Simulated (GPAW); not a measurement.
Crystal: NaFeO3.

```
CELL_PARAMETERS angstrom
3.83048 0.00000 0.00000
0.00000 3.83048 0.00000
0.00000 0.00000 3.83048
ATOMIC_POSITIONS crystal
Fe 0.50000 0.50000 0.50000
Na 0.00000 0.00000 0.00000
O 0.00000 0.50000 0.50000
O 0.50000 0.00000 0.50000
O 0.50000 0.50000 0.00000
```

The cell comes from a database or a generator and needn't be the stable form of this composition.

- Program: GPAW 26.7.0
- Task: relaxation of cell and atoms
- Functional: PBEsol
- Dispersion: D3(BJ)+ATM
- Potentials or basis: PAW data sets generated in the run's folder for this functional
- Cutoff: 800 eV
- Basis: pw
- k mesh: 5 × 5 × 5
- Occupations: fermi-dirac, width 0.05 eV
- Spin: collinear spin, ferromagnetic start
- Starting moments: [3.0, 0.0, 0.0, 0.0, 0.0] μB

At the start: pressure -14.6 GPa; volume 11.24 Å³/atom.

Task: Where does the relaxation end?

Result: Over 4 steps the energy falls by 59.2 meV/atom and the volume is 10.01 Å³/atom (-10.9 %); space group Pm-3m (No. 221, to 0.05 Å); moment 3.78 μB per cell.

The path:
| step | energy change (eV) | largest force (eV/Å) | pressure (GPa) | volume (Å³) |
| --- | --- | --- | --- | --- |
| 1 | 0.0000 | 0.0000 | -14.58 | 56.20 |
| 2 | -0.0425 | 0.0000 | -13.68 | 55.71 |
| 3 | -0.2938 | 0.0000 | 1.48 | 49.54 |
| 4 | -0.2962 | 0.0000 | -0.23 | 50.05 |

Final structure:
```xyz
5
Lattice="3.6853 0.0000 0.0000 0.0000 3.6853 0.0000 0.0000 0.0000 3.6853" Properties=species:S:1:pos:R:3 pbc="T T T"
Fe    1.8427    1.8427    1.8427
Na    0.0000    0.0000    0.0000
O     0.0000    1.8427    1.8427
O     1.8427    0.0000    1.8427
O     1.8427    1.8427    0.0000
```

Caveat: each step starts from the last one's moments, so a moment once lost doesn't come back; later steps reuse the first step's grids; a cell with one magnetic atom can't hold antiferromagnetic order, which such compounds often take; pairwise dispersion overbinds metals, which lowers pressure and volume.
